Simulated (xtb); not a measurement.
# GFN1-xTB run of BSi2NH7F (SMILES FBN([SiH3])[SiH3])

Aim: a structure relaxation of BSi2NH7F. 

The calculation is run with xtb 6.7.1.

2 further runs of the same task are left out: 2 set aside as unsound or not needed.

### 1 The structure to begin with

BSi2NH7F: 12 atoms, total charge 0, spin state singlet. SMILES: `FBN([SiH3])[SiH3]`. All atoms were displaced at random from a relaxed shape. The run starts from this shape.

Bond lengths: F1–B2 1.382 Å, B2–N3 1.322 Å, N3–Si4 1.768 Å, N3–Si5 1.850 Å, B2–H6 1.198 Å, Si4–H7 1.516 Å, Si4–H8 1.401 Å, Si4–H9 1.434 Å, Si5–H10 1.402 Å, Si5–H11 1.482 Å, Si5–H12 1.511 Å. Some angles: F1–B2–N3 120.4°, B2–N3–Si4 126.0°, B2–N3–Si5 120.1°, Si4–N3–Si5 113.9°, F1–B2–H6 114.3°, N3–B2–H6 125.3°, N3–Si4–H7 114.1°, N3–Si4–H8 109.1°, N3–Si4–H9 105.9°, N3–Si5–H10 110.1°.

### 2 A geometry optimisation at GFN1-xTB

The input, .CHRG:

```
0
```

The input, .UHF:

```
0
```

The input, detailed.inp:

```
$opt
   engine=inertial
$end
```

The input, mol.xyz:

```xyz
12

F      0.744050     2.457720     0.564640
B      0.003830     1.369080     0.983860
N     -0.052950     0.274340     0.244560
Si    -0.871560    -1.231360     0.677230
Si     0.793760     0.221310    -1.399720
H     -0.543960     1.520910     2.038280
H      0.047160    -2.434440     0.755810
H     -1.897980    -1.477420    -0.244430
H     -1.476000    -0.997590     1.956130
H      0.297940     1.236630    -2.229280
H      0.560040    -1.119600    -1.985230
H      2.275630     0.439270    -1.197630
```

Started as:

```
xtb mol.xyz -I detailed.inp --gfn 1 -o tight > xtb.out
```

What values should one expect? Wanted: total energy at the end; dipole moment; HOMO energy; LUMO energy; HOMO–LUMO gap; dispersion energy.

Computed results:

At GFN1-xTB:

| quantity | value |
| --- | --- |
| total energy at the end | -17.35793 Eh |
| dipole moment | 1.26 D |
| HOMO energy | -11.94 eV |
| LUMO energy | -6.33 eV |
| HOMO–LUMO gap | 5.62 eV |
| dispersion energy | -11.66 kJ/mol |

**Reading.** At the final geometry: Bond lengths: F1–B2 1.394 Å, B2–N3 1.413 Å, N3–Si4 1.755 Å, N3–Si5 1.819 Å, B2–H6 1.174 Å, Si4–H7 1.451 Å, Si4–H8 1.451 Å, Si4–H9 1.450 Å, Si5–H10 1.444 Å, Si5–H11 1.461 Å, Si5–H12 1.444 Å. Some angles: F1–B2–N3 109.4°, B2–N3–Si4 130.6°, B2–N3–Si5 101.3°, Si4–N3–Si5 128.1°, F1–B2–H6 115.9°, N3–B2–H6 134.7°, N3–Si4–H7 108.7°, N3–Si4–H8 108.7°, N3–Si4–H9 108.3°, N3–Si5–H10 111.9°. The optimisation took 98 steps and changed the energy by -0.594 eV.
